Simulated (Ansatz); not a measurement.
# C2H4ClGeN: up Jacob's ladder to CCSD(T)

How much do the methods differ for C2H4ClGeN? The plan is to run it at one geometry with functionals of several rungs and with coupled cluster, and see how far each lands from CCSD(T) at the basis-set limit for the atomisation energy.

Program: Ansatz 0.2.0, Gaussian basis. Level of theory: functionals in def2-TZVPP, the program's frozen cores in correlated methods. These are calculated values, not measurements.

Levels to be run: LDA (SPW92), PBE-D4, revPBE-D4, BLYP-D4, r2SCAN-D4, B97M-V, PBE0-D4, B3LYP-D4, r2SCANh-D4, r2SCAN0-D4, HSE06-D4, BHLYP-D4, CAM-B3LYP-D4, LC-ωPBE, ωB97X-V, ωB97M-V, B2PLYP, PBE-QIDH; CCSD(T)/def2-SVP; CCSD(T)/def2-TZVPP; MP2/def2-QZVPP; extrapolation to the limit; RPA on PBE.

**1. The relaxed structure**

All runs share one geometry, relaxed beforehand with PBE0-D4 in a triple-zeta def2 set.

SMILES `[CH3][GeH]([Cl])[C]#N`, 9 atoms, charge 0, spin multiplicity 1.

Atoms are counted from 1 here; the program's logs count them from 0.

Bond lengths: C1–Ge2 1.930 Å, C1–H6 1.091 Å, C1–H7 1.090 Å, C1–H8 1.090 Å, Ge2–Cl3 2.144 Å, Ge2–C4 1.928 Å, Ge2–H9 1.529 Å, C4–N5 1.151 Å. Angles: Ge2–C1–H6 109.7°, Ge2–C1–H7 109.4°, Ge2–C1–H8 109.6°, H6–C1–H7 109.4°, H6–C1–H8 109.5°, H7–C1–H8 109.4°, C1–Ge2–Cl3 109.7°, C1–Ge2–C4 109.0°, C1–Ge2–H9 116.4°, Cl3–Ge2–C4 105.8°, Cl3–Ge2–H9 108.0°, C4–Ge2–H9 107.4°, Ge2–C4–N5 177.8°.

**2. LDA**

This LDA is Slater exchange with PW92 correlation.

in.yaml reads:

```yaml
crystal:
  periodic: [false, false, false]
  atoms:
    - {symbol: C, position_ang: [-1.131317, -0.635241, 0.278838]}
    - {symbol: Ge, position_ang: [0.579159, -0.126568, -0.456814]}
    - {symbol: Cl, position_ang: [2.123857, -1.349523, 0.389544]}
    - {symbol: C, position_ang: [0.984513, 1.679077, 0.085500]}
    - {symbol: N, position_ang: [1.183987, 2.766259, 0.408139]}
    - {symbol: H, position_ang: [-1.909623, 0.022137, -0.111219]}
    - {symbol: H, position_ang: [-1.097379, -0.550202, 1.364602]}
    - {symbol: H, position_ang: [-1.354846, -1.665865, 0.003515]}
    - {symbol: H, position_ang: [0.710249, -0.186471, -1.979306]}
basis:
  gaussian: {orbitals: def2-TZVPP}
hamiltonian: {xc: lda}
output: {orbitals: {seedname: orbitals}}
```

Launch:

```sh
ansatz run in.yaml --threads 4 --pin off --events-out ev --progress --plain --max-ram 10444MiB
```

After this run come: PBE-D4 (GGA); revPBE-D4 (GGA); BLYP-D4 (GGA); r2SCAN-D4 (meta-GGA); B97M-V (meta-GGA); B3LYP-D4 (hybrid); r2SCANh-D4 (hybrid); r2SCAN0-D4 (hybrid); HSE06-D4 (hybrid); BHLYP-D4 (hybrid); CAM-B3LYP-D4 (range-separated); LC-ωPBE (range-separated); ωB97X-V (range-separated); ωB97M-V (range-separated); B2PLYP (double hybrid); PBE-QIDH (double hybrid); CCSD(T) in def2-SVP; CCSD(T) in def2-TZVPP; MP2 in def2-QZVPP; RPA on PBE orbitals.

Q: Predict the results of all the runs planned. Wanted: atomisation energy, CCSD(T)/CBS; farthest beyond LDA; mean size of error, GGA; mean size of error, meta-GGA; mean size of error, hybrid; mean size of error, range-separated; mean size of error, double hybrid; gap, smallest and largest; T1 diagnostic.

As calculated:

| quantity | value |
| --- | --- |
| atomisation energy, CCSD(T)/CBS | 3408.9 kJ/mol |
| functionals within 34.1 kJ/mol (1.0 %) | revPBE-D4, BLYP-D4, r2SCAN-D4, B97M-V, PBE0-D4, B3LYP-D4, r2SCANh-D4, HSE06-D4, CAM-B3LYP-D4, LC-ωPBE, ωB97X-V, ωB97M-V, B2PLYP, PBE-QIDH |
| farthest beyond LDA | BHLYP-D4 (-130.4 kJ/mol) |
| mean size of error, GGA | 33.2 kJ/mol |
| mean size of error, meta-GGA | 9.7 kJ/mol |
| mean size of error, hybrid | 43.0 kJ/mol |
| mean size of error, range-separated | 11.0 kJ/mol |
| mean size of error, double hybrid | 24.1 kJ/mol |
| gap, smallest and largest | 5.69 eV (LDA (SPW92)), 13.23 eV (LC-ωPBE) |
| T1 diagnostic | 0.0112 |
| triples share of the correlation energy | 4.3 % |

In words: The LDA atomisation energy is off by 488.9 kJ/mol (14 %): it overbinds. PBE-D4 is off by +80.2 kJ/mol. Double hybrids carry the basis error of their MP2 part in triple zeta, and no dispersion term here, so their miss is partly the set-up's. The rungs meta-GGA, range-separated, double hybrid, GGA miss on average by less than the doubt on the reference (34.1 kJ/mol), so they tie. The reference freezes the cores and leaves out relativity and excitations past (T), and its outer-core shells are covered unevenly, so misses under about 34.1 kJ/mol can't be ranked. Hartree-Fock recovers 71 % of the binding; the rest is correlation. CCSD(T) in def2-SVP is off by -201.2 kJ/mol, which most functionals beat. Orbital gaps span 5.7 to 13.2 eV; exact exchange widens them. Correlated methods include outer-core shells of Ge, which these sets cover unevenly.
